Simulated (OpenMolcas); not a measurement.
# Ag²⁺ among point charges: CASSCF and CASPT2 levels and susceptibility

How does a field of 4 point charges split the states of Ag²⁺, and what χT follows?

Program: OpenMolcas 26.06. Level of theory: state-averaged CASSCF and CASPT2, spin-orbit coupling by RASSI with atomic mean-field integrals. These are calculated values, not measurements, unless marked.

## (1) Starting point

| Property | Result |
| --- | --- |
| Species | Ag²⁺ (silver, Z = 47, 45 electrons) |
| Basis | ANO-RCC-VTZP [7s6p4d2f1g], 68 functions |
| Scalar Hamiltonian | DKH2, point nucleus |
| Inactive shells | 1s 2s 2p 3s 3p 3d 4s 4p |
| Active space | 9 electrons in 5 orbitals (4d) |
| Some configurations of this space | 4d⁹ |
| Orbitals | optimised for each spin and parity, averaged over all roots |

The outer shells:

4d9
```
4d [↑↓][↑↓][↑↓][↑↓][↑ ]
```

The ion sits among 4 point charges of -1.3 e arranged as a square (D4h), 1.86 Å from the ion.

Each step is its own input file, run in one work folder so that later steps find the files of earlier ones. Labels, J, g values, rates, χT and fits are worked out afterwards by a script from the matrices that RASSI stores. The input lists half of the charges; inversion (Group=XYZ) makes the rest.

## (2) GATEWAY and SEWARD: basis and integrals

The input, a.inp:

```
&GATEWAY
Coord
1

Ag 0.0 0.0 0.0
Basis=ANO-RCC-VTZP
Group=XYZ
NoMove
AngMom=0.0 0.0 0.0
AMFI
XField
2 Angstrom 0
1.860000 0.000000 0.000000 -1.300000
0.000000 1.860000 0.000000 -1.300000
&SEWARD
```

Command:

```console
$ OMP_NUM_THREADS=1 MOLCAS_MEM=1689 MOLCAS_PROJECT=a pymolcas a.inp > a.log
```

## (3) CASSCF: doublets of even parity, 5 roots

The input, a.inp:

```
&RASSCF
FileOrb=start.orb
Symmetry=1
Spin=2
nActEl=9 0 0
Inactive=9 9
Ras2=5 0
CIRoot=5 5 1
SDav=5
CIMx=300
Iter=120 100
PrWF=0.3
OrbListing=Nothing
MaxOrb=0
>>> COPY $Project.JobIph JOB001
```

start.orb holds the contracted functions of the basis, ordered by shell, or the orbitals of the step before.

## (4) State interaction with spin-orbit coupling

The input, a.inp:

```
&RASSI
NrOfJobIphs=1 5
1 2 3 4 5
IphNames
JOB001
EJob
SpinOrbit
DIPRint=1.0
SOCoupling=1000.0
Subsets=2
Property=9
'ANGMOM' 1 'ANGMOM' 2 'ANGMOM' 3 'MLTPL  1' 1 'MLTPL  1' 2 'MLTPL  1' 3
'AMFI' 1 'AMFI' 2 'AMFI' 3
SOProperty=3
'ANGMOM' 1 'ANGMOM' 2 'ANGMOM' 3
```

## (5) CASPT2: IPEA 0.25, imaginary shift 0.1 (closed shells correlated: 4s 4p)

The input, a.inp:

```
>>> COPY JOB001 $Project.JobIph
&CASPT2
Multistate=5 1 2 3 4 5
NoMult
Frozen=8 6
IPEA=0.25
Imaginary=0.1
MaxIter=60
WThr=0.0 0.3 0.05
PrWF=0.5
NoMix
```

(Steps that only read results are left out.)

What does the calculation give? Wanted: spin-free ground state; first state of the same spin within the active space; lowest level; next level.

As calculated:

```
                                            quantity                                                                        value
                                              method  SS-CASPT2, IPEA 0.25, imaginary shift 0.1 (closed shells correlated: 4s 4p)
                              spin-free ground state                                              2B1, 1-fold in its orbital part
first state of the same spin within the active space                                                             2B2 at 6370 cm⁻¹
                                        lowest level                                            2-fold E3/2, g = 1.97, 1.97, 3.87
                                          next level                                                                  7101.7 cm⁻¹
                                         χT at 300 K                                                               0.74 cm³ K/mol
                           effective moment at 300 K                                                                      2.44 μB
```

Cost by method:

```csv
method,time of its own steps,time with the reference
A. CASSCF,2.1 s,2.1 s
"B. SS-CASPT2, IPEA 0.25, imaginary shift 0.1, +4s 4p",0.87 s,3 s
```

Times are of one thread on a shared host.

What this shows: The spin-free ground state (2B1) comes to 100 % from free-ion D terms and keeps the highest spin of the shell. χT at 300 K is 0.74, against 0.38 cm³ K/mol for the spin alone, so orbital moment adds to it. The field of point charges can differ much from that of real complexes. Point charges carry no covalency, so the field is a model and not that of real ligands.
